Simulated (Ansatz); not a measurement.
**CH₅GeN: how energies converge with the basis set**

How large a basis does CH₅GeN need? Two functionals are run in growing sets.

Computed with Ansatz 0.2.0, Gaussian basis. Level: one geometry, several basis sets.

Levels to be run: PBE0-D4/def2-SVP; ωB97M-V/def2-SVP; PBE0-D4/def2-QZVPP; ωB97M-V/def2-QZVPP; the functionals' def2-TZVPP values are taken from earlier runs.

## (1) Structure used throughout

The geometry comes from an earlier relaxation with PBE0-D4 in a triple-zeta def2 set; it is a stationary point, not always the lowest conformer.

SMILES `[CH2]1[NH][GeH2]1`, 8 atoms, charge 0, spin multiplicity 1.

Atoms are counted from 1 here; the program's logs count them from 0.

Bond lengths: C1–N2 1.475 Å, C1–Ge3 1.917 Å, C1–H4 1.086 Å, C1–H5 1.088 Å, N2–Ge3 1.880 Å, N2–H6 1.014 Å, Ge3–H7 1.526 Å, Ge3–H8 1.523 Å. Angles: N2–C1–Ge3 65.8°, N2–C1–H4 114.2°, N2–C1–H5 118.6°, Ge3–C1–H4 119.8°, Ge3–C1–H5 117.3°, H4–C1–H5 113.3°, C1–N2–Ge3 68.5°, C1–N2–H6 111.7°, Ge3–N2–H6 113.9°, C1–Ge3–N2 45.7°, C1–Ge3–H7 118.2°, C1–Ge3–H8 123.5°, N2–Ge3–H7 116.5°, N2–Ge3–H8 113.4°, H7–Ge3–H8 117.3°.

## (2) PBE0-D4 in def2-SVP

Input file in.yaml:

```yaml
crystal:
  periodic: [false, false, false]
  atoms:
    - {symbol: C, position_ang: [-0.653675, 0.443204, -0.552971]}
    - {symbol: N, position_ang: [-0.301882, 0.598712, 0.871071]}
    - {symbol: Ge, position_ang: [0.554278, -0.890460, 0.107180]}
    - {symbol: H, position_ang: [-1.694891, 0.188167, -0.728691]}
    - {symbol: H, position_ang: [-0.260376, 1.163318, -1.267842]}
    - {symbol: H, position_ang: [0.310019, 1.392866, 1.020794]}
    - {symbol: H, position_ang: [2.040119, -0.735160, -0.203239]}
    - {symbol: H, position_ang: [0.098509, -2.217747, 0.697898]}
basis:
  gaussian: {orbitals: def2-SVP}
hamiltonian: {xc: pbe0, dispersion: d4}
output: {orbitals: {seedname: orbitals}}
```

Started as:

```bash
> ansatz run in.yaml --threads 2 --pin off --events-out ev --progress --plain --max-ram 4352MiB
```

What it wrote:

```text
Functional definition: PBE0
  name "PBE0"
  cite "Adamo & Barone, J. Chem. Phys. 110, 6158 (1999) doi:10.1063/1.478522"
  cite "Perdew, Burke & Ernzerhof, Phys. Rev. Lett. 77, 3865 (1996) doi:10.1103/PhysRevLett.77.3865"
  parent pbe
  parameter a = 0.25
  parameter kappa = 0.804
  parameter beta = 0.06672455060314922
  exchange = (1 - a)*pbe_x(kappa = kappa, mu = beta*pi^2/3) + a*exact_x
  correlation = pbe_c(beta = beta)
865 factors; integrals over basis functions are off by at most 1.4e-3 eV
mean field evaluation 1: about -59098.6148 eV, gradient 5.5e1 eV
mean field evaluation 2: about -59078.4889 eV, gradient 1.0e2 eV
mean field evaluation 4: about -59105.5807 eV, gradient 6.8e0 eV
mean field evaluation 8: about -59105.7577 eV, gradient 8.6e-2 eV
mean field evaluation 16: about -59105.7577 eV, gradient 6.0e-5 eV
mean field -59105.75769834 eV, -2172.0965320924 hartree, gradient 6.0e-5 eV, S^2 0.000000; 0 other end points of the search recorded, 0 dependent functions left out
reference -59105.75772288 eV, -2172.0965329943 hartree; 25, 25 occupied and 60, 60 virtual orbitals, 865 factors
Total energy: -59105.86377236 eV, -2172.1004302407 hartree
```

It took 1.3 s on 2 threads of Arm Neoverse V1, shared host.

## (3) ωB97M-V in def2-SVP

in.yaml: that of step 2 with these lines changed.

```diff
@@ -13,3 +13,3 @@
   gaussian: {orbitals: def2-SVP}
-hamiltonian: {xc: pbe0, dispersion: d4}
+hamiltonian: {xc: {name: wB97M-V}}
 output: {orbitals: {seedname: orbitals}}
```

Same command.

What it wrote, cut to the lines that bear on the results:

```text
Functional definition: wB97M-V
  name "wB97M-V"
  cite "Mardirossian & Head-Gordon, J. Chem. Phys. 144, 214110 (2016) doi:10.1063/1.4952647"
  cite "Becke, J. Chem. Phys. 107, 8554 (1997) doi:10.1063/1.475007"
  cite "Vydrov & Van Voorhis, J. Chem. Phys. 133, 244103 (2010) doi:10.1063/1.3521275"
  # Of w^i u^j: cxij and so on, Table III.
[...]
  gx(w, u) = 1 - cx + cx01*u + cx10*w
  gss(w, u) = css00 + css04*u^4 + css10*w + css20*w^2 + css43*w^4*u^3
  gos(w, u) = cos00 + cos10*w + (cos20 + cos21*u)*w^2 + (cos60 + cos61*u)*w^6
[...]
      + integral(e_c_pw_mod_opposite_spin*gos(b97_w_opposite, b97_u_opposite)) + vv10(b, c)
865 factors; integrals over basis functions are off by at most 1.4e-3 eV
241 factors; integrals over basis functions are off by at most 5.6e-6 eV
[...]
mean field -59111.34010417 eV, -2172.3016817228 hartree, gradient 5.2e-5 eV, S^2 0.000000; 0 other end points of the search recorded, 0 dependent functions left out
reference -59111.34014159 eV, -2172.3016830981 hartree; 25, 25 occupied and 60, 60 virtual orbitals, 865 factors
Total energy: -59111.34014159 eV, -2172.3016830981 hartree
```

Run time: 6 s. Hardware: 2 threads of Arm Neoverse V1, shared host.

## (4) PBE0-D4 in def2-QZVPP

in.yaml: that of step 3 with these lines changed.

```diff
@@ -12,4 +12,4 @@
 basis:
-  gaussian: {orbitals: def2-SVP}
-hamiltonian: {xc: {name: wB97M-V}}
+  gaussian: {orbitals: "def2-QZVPP.json"}
+hamiltonian: {xc: pbe0, dispersion: d4}
 output: {orbitals: {seedname: orbitals}}
```

Launched as before.

What it wrote:

```text
Functional definition: PBE0
  name "PBE0"
  cite "Adamo & Barone, J. Chem. Phys. 110, 6158 (1999) doi:10.1063/1.478522"
  cite "Perdew, Burke & Ernzerhof, Phys. Rev. Lett. 77, 3865 (1996) doi:10.1103/PhysRevLett.77.3865"
  parent pbe
  parameter a = 0.25
  parameter kappa = 0.804
  parameter beta = 0.06672455060314922
  exchange = (1 - a)*pbe_x(kappa = kappa, mu = beta*pi^2/3) + a*exact_x
  correlation = pbe_c(beta = beta)
1216 factors; their error is unknown
mean field evaluation 1: about -59106.8864 eV, gradient 7.0e1 eV
mean field evaluation 2: about -59068.9239 eV, gradient 1.4e2 eV
mean field evaluation 4: about -59116.9861 eV, gradient 1.1e1 eV
mean field evaluation 8: about -59117.2074 eV, gradient 1.6e-1 eV
mean field evaluation 16: about -59117.3486 eV, gradient 1.6e-4 eV
mean field -59117.34860068 eV, -2172.5224898970 hartree, gradient 2.8e-5 eV, S^2 0.000000; 0 other end points of the search recorded, 0 dependent functions left out
reference -59117.34863565 eV, -2172.5224911820 hartree; 25, 25 occupied and 328, 328 virtual orbitals, 1216 factors
Total energy: -59117.45468512 eV, -2172.5263884283 hartree
```

It took 8 s on 2 threads of Arm Neoverse V1, shared host; peak memory 0.93 GiB.

## (5) ωB97M-V in def2-QZVPP

in.yaml: that of step 4 with these lines changed.

```diff
@@ -13,3 +13,3 @@
   gaussian: {orbitals: "def2-QZVPP.json"}
-hamiltonian: {xc: pbe0, dispersion: d4}
+hamiltonian: {xc: {name: wB97M-V}}
 output: {orbitals: {seedname: orbitals}}
```

The command is unchanged.

What it wrote, cut to the lines that bear on the results:

```text
Functional definition: wB97M-V
  name "wB97M-V"
  cite "Mardirossian & Head-Gordon, J. Chem. Phys. 144, 214110 (2016) doi:10.1063/1.4952647"
  cite "Becke, J. Chem. Phys. 107, 8554 (1997) doi:10.1063/1.475007"
  cite "Vydrov & Van Voorhis, J. Chem. Phys. 133, 244103 (2010) doi:10.1063/1.3521275"
  # Of w^i u^j: cxij and so on, Table III.
[...]
  gx(w, u) = 1 - cx + cx01*u + cx10*w
  gss(w, u) = css00 + css04*u^4 + css10*w + css20*w^2 + css43*w^4*u^3
  gos(w, u) = cos00 + cos10*w + (cos20 + cos21*u)*w^2 + (cos60 + cos61*u)*w^6
[...]
      + integral(e_c_pw_mod_opposite_spin*gos(b97_w_opposite, b97_u_opposite)) + vv10(b, c)
1204 factors; their error is unknown
288 factors; integrals over basis functions are off by at most 7.4e-6 eV
[...]
mean field -59123.01153570 eV, -2172.7305989203 hartree, gradient 6.7e-5 eV, S^2 0.000000; 0 other end points of the search recorded, 0 dependent functions left out
reference -59123.01159204 eV, -2172.7306009908 hartree; 25, 25 occupied and 328, 328 virtual orbitals, 1204 factors
Total energy: -59123.01159204 eV, -2172.7306009908 hartree
```

Wall time 19 s (2 threads of Arm Neoverse V1, shared host); peak memory 1.1 GiB.

## (6) Functionals by basis

The def2-TZVPP values come from earlier runs at the same geometry.

```csv
functional,basis,functions,energy (eV),from the largest (eV),HOMO (eV),LUMO (eV)
PBE0-D4,def2-SVP,85,-59105.8638,11.591,-6.29,0.15
PBE0-D4,def2-TZVPP,180,-59116.0687,1.386,-6.40,-0.06
PBE0-D4,def2-QZVPP,353,-59117.4547,0.000,-6.43,-0.26
ωB97M-V,def2-SVP,85,-59111.3401,11.671,-8.46,2.06
ωB97M-V,def2-TZVPP,180,-59121.6615,1.350,-8.58,1.75
ωB97M-V,def2-QZVPP,353,-59123.0116,0.000,-8.61,1.33
```

## (7) Results

```
                                       quantity           value
PBE0-D4: double and triple zeta above quadruple  11.59, 1.39 eV
ωB97M-V: double and triple zeta above quadruple  11.67, 1.35 eV
```

For PBE0-D4 the step from double to triple zeta gains 10.20 eV and the next only 1.39 eV. These are total energies; as a rule much of such shifts cancels in differences, which this series doesn't test. The LUMO of ωB97M-V is positive and keeps falling with the basis (2.06 to 1.33 eV): an unbound level that the basis holds in place.

For PBE0-D4 the largest set took about 6 times as long as the smallest (8 s against 1.3 s).
